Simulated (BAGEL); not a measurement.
**Si2NH6Cl (SMILES N[SiH]([SiH3])Cl) at HF/STO-3G (density fitting with cc-pvqz-jkfit)**

Aim: the energy change on altering one bond length of Si2NH6Cl at HF/STO-3G (density fitting with cc-pvqz-jkfit), from 2 runs. 

The calculation is run with BAGEL 1.2.2.

1 further run of the same task is left out (set aside as unsound or not needed).

## (1) Starting point

Si2NH6Cl has 10 atoms, charge 0, and is taken as a singlet. As SMILES, `N[SiH]([SiH3])Cl`. The coordinates come from a PBE0-D4/def2-TZVP relaxation. This is one conformer, not always the lowest.

Bond lengths: N1–Si2 1.706 Å, Si2–Si3 2.336 Å, Si2–Cl4 2.083 Å, N1–H5 1.008 Å, N1–H6 1.008 Å, Si2–H7 1.482 Å, Si3–H8 1.486 Å, Si3–H9 1.489 Å, Si3–H10 1.488 Å. Some angles: N1–Si2–Si3 109.4°, N1–Si2–Cl4 114.5°, Si3–Si2–Cl4 106.1°, N1–Si2–H7 107.1°, Si3–Si2–H7 114.7°, Cl4–Si2–H7 105.1°, Si2–N1–H5 120.5°, Si2–N1–H6 120.3°, Si2–Si3–H8 110.2°, Si2–Si3–H9 108.8°.

## (2) The energy at HF/STO-3G (density fitting with cc-pvqz-jkfit)

Contents of job.json:

```json
{ "bagel" : [

{
  "title" : "molecule",
  "basis" : "sto-3g",
  "df_basis" : "cc-pvqz-jkfit",
  "angstrom" : true,
  "geometry" : [
    { "atom" : "N", "xyz" : [   -0.500400,    1.640400,   -0.476600 ] },
    { "atom" : "Si", "xyz" : [   -0.088700,    0.024400,   -0.834700 ] },
    { "atom" : "Si", "xyz" : [    0.678000,   -1.030800,    1.103600 ] },
    { "atom" : "Cl", "xyz" : [   -1.669600,   -1.135800,   -1.538400 ] },
    { "atom" : "H", "xyz" : [   -1.066800,    1.857300,    0.327900 ] },
    { "atom" : "H", "xyz" : [   -0.657600,    2.302300,   -1.220500 ] },
    { "atom" : "H", "xyz" : [    0.889100,    0.060000,   -1.948200 ] },
    { "atom" : "H", "xyz" : [    0.872200,   -2.482600,    0.855100 ] },
    { "atom" : "H", "xyz" : [   -0.336100,   -0.853800,    2.179500 ] },
    { "atom" : "H", "xyz" : [    1.962900,   -0.432600,    1.555400 ] }
  ]
},
{ "title" : "hf" },
{ "title" : "print", "file" : "orbitals.molden", "orbitals" : true }

]}
```

On the command line:

```bash
$ BAGEL_NUM_THREADS=1 BAGEL job.json > job.out
```

Log:

```text
* using 1 threads per process

  ===============================================================
  ===============================================================

  *** Geometry ***

  { "atom" : "N", "xyz" : [     -0.945619,      3.099907,     -0.900643 ] },
  { "atom" : "Si", "xyz" : [     -0.167619,      0.046109,     -1.577354 ] },
  { "atom" : "Si", "xyz" : [      1.281234,     -1.947930,      2.085502 ] },
  { "atom" : "Cl", "xyz" : [     -3.155087,     -2.146351,     -2.907155 ] },
  { "atom" : "H", "xyz" : [     -2.015960,      3.509788,      0.619641 ] },
  { "atom" : "H", "xyz" : [     -1.242684,      4.350716,     -2.306411 ] },
  { "atom" : "H", "xyz" : [      1.680155,      0.113384,     -3.681564 ] },
  { "atom" : "H", "xyz" : [      1.648219,     -4.691434,      1.615905 ] },
  { "atom" : "H", "xyz" : [     -0.635137,     -1.613448,      4.118658 ] },
  { "atom" : "H", "xyz" : [      3.709343,     -0.817496,      2.939280 ] },

  Number of auxiliary basis functions:      856

  Since a DF basis is specified, we compute 2- and 3-index integrals:
    o Being stored without compression. Storage requirement is 0.010 GB

  Number of basis functions:       38
  Number of electrons      :       58

    * METHOD: MOLECULE                             0.81

  *** RHF ***

  === Nuclear Repulsion ===
   274.2857916591

      * DIIS with orbital gradients will be used.

  === RHF iteration (sto-3g) ===
      0      -1083.04841806          0.00887787           0.11
      1      -1083.10077616          0.00193344           0.10
      2      -1083.10341536          0.00052043           0.10
      3      -1083.10367462          0.00008543           0.10
      4      -1083.10368458          0.00002214           0.10
      5      -1083.10368533          0.00000447           0.10
      6      -1083.10368536          0.00000085           0.10
      7      -1083.10368536          0.00000019           0.10
      8      -1083.10368536          0.00000005           0.10
      9      -1083.10368536          0.00000001           0.10
     10      -1083.10368536          0.00000000           0.10
    * SCF iteration converged.

    * Permanent dipole moment:
           (   -0.655967,    -0.717347,    -0.484406) a.u.

    * METHOD: HF                                   1.31

    * METHOD: PRINT                                0.00

  ===============================================================
```

Wall time 2.3 s (1 thread of Arm Neoverse V1, shared host); peak memory 0.1 GiB.

## (3) The distorted shape

Contents of calc.json:

```json
{ "bagel" : [

{
  "title" : "molecule",
  "basis" : "sto-3g",
  "df_basis" : "cc-pvqz-jkfit",
  "angstrom" : true,
  "geometry" : [
    { "atom" : "N", "xyz" : [      -0.597501,       2.366308,      -0.352349 ] },
    { "atom" : "Si", "xyz" : [      -0.185801,       0.750308,      -0.710449 ] },
    { "atom" : "Si", "xyz" : [       0.580899,      -0.304892,       1.227851 ] },
    { "atom" : "Cl", "xyz" : [      -1.766701,      -0.409892,      -1.414149 ] },
    { "atom" : "H", "xyz" : [      -1.163901,       2.583208,       0.452151 ] },
    { "atom" : "H", "xyz" : [      -0.754701,       3.028208,      -1.096249 ] },
    { "atom" : "H", "xyz" : [       0.791999,       0.785908,      -1.823949 ] },
    { "atom" : "H", "xyz" : [       0.872200,      -2.482600,       0.855100 ] },
    { "atom" : "H", "xyz" : [      -0.433201,      -0.127892,       2.303751 ] },
    { "atom" : "H", "xyz" : [       1.865799,       0.293308,       1.679651 ] }
  ]
},

{ "title" : "hf" },

{ "title" : "print", "file" : "orbitals.molden", "orbitals" : true }

]}
```

On the command line:

```bash
$ BAGEL_NUM_THREADS=1 BAGEL calc.json > calc.out
```

Log:

```text
* using 1 threads per process

  ===============================================================
  ===============================================================

  *** Geometry ***

  { "atom" : "N", "xyz" : [     -1.129113,      4.471674,     -0.665843 ] },
  { "atom" : "Si", "xyz" : [     -0.351113,      1.417877,     -1.342554 ] },
  { "atom" : "Si", "xyz" : [      1.097740,     -0.576162,      2.320302 ] },
  { "atom" : "Cl", "xyz" : [     -3.338581,     -0.774584,     -2.672354 ] },
  { "atom" : "H", "xyz" : [     -2.199454,      4.881556,      0.854442 ] },
  { "atom" : "H", "xyz" : [     -1.426178,      5.722484,     -2.071610 ] },
  { "atom" : "H", "xyz" : [      1.496661,      1.485151,     -3.446764 ] },
  { "atom" : "H", "xyz" : [      1.648219,     -4.691434,      1.615905 ] },
  { "atom" : "H", "xyz" : [     -0.818631,     -0.241681,      4.353458 ] },
  { "atom" : "H", "xyz" : [      3.525849,      0.554272,      3.174080 ] },

  Number of auxiliary basis functions:      856

  Since a DF basis is specified, we compute 2- and 3-index integrals:
    o Being stored without compression. Storage requirement is 0.010 GB

  Number of basis functions:       38
  Number of electrons      :       58

    * METHOD: MOLECULE                             0.83

  *** RHF ***

  === Nuclear Repulsion ===
   271.8501204690

      * DIIS with orbital gradients will be used.

  === RHF iteration (sto-3g) ===
      0      -1082.85822094          0.01138661           0.11
      1      -1082.94462595          0.00311919           0.11
      2      -1082.95082888          0.00063063           0.11
      3      -1082.95122303          0.00010433           0.11
      4      -1082.95123573          0.00002437           0.11
      5      -1082.95123657          0.00000572           0.11
      6      -1082.95123661          0.00000124           0.11
      7      -1082.95123661          0.00000034           0.11
      8      -1082.95123661          0.00000009           0.11
      9      -1082.95123661          0.00000003           0.11
     10      -1082.95123661          0.00000001           0.10
    * SCF iteration converged.

    * Permanent dipole moment:
           (   -0.604766,    -0.984649,    -0.506081) a.u.

    * METHOD: HF                                   1.37

    * METHOD: PRINT                                0.00

  ===============================================================
```

Wall time 2.3 s (1 thread of Arm Neoverse V1, shared host); peak memory 0.1 GiB.

## (4) Results

Level: HF/STO-3G (density fitting with cc-pvqz-jkfit).

| quantity | value |
| --- | --- |
| first shape: total energy | -1083.10369 Eh |
| first shape: dipole moment | 2.76 D |
| first shape: HOMO energy | -8.55 eV |
| first shape: LUMO energy | 9.18 eV |
| first shape: HOMO–LUMO gap | 17.73 eV |
| distorted shape: total energy | -1082.95124 Eh |
| distorted shape: dipole moment | 3.21 D |
| distorted shape: HOMO energy | -7.63 eV |
| distorted shape: LUMO energy | 5.78 eV |
| distorted shape: HOMO–LUMO gap | 13.41 eV |
| energy change with the Si3–H8 bond stretched from 1.486 to 2.228 Å | 4.148 eV |

What this shows: With the Si3–H8 bond stretched from 1.486 to 2.228 Å the energy rises by 4.15 eV (96 kcal/mol). The first shape isn't relaxed at this level, so the change isn't measured from a minimum. The minimal basis adds a large error of its own.
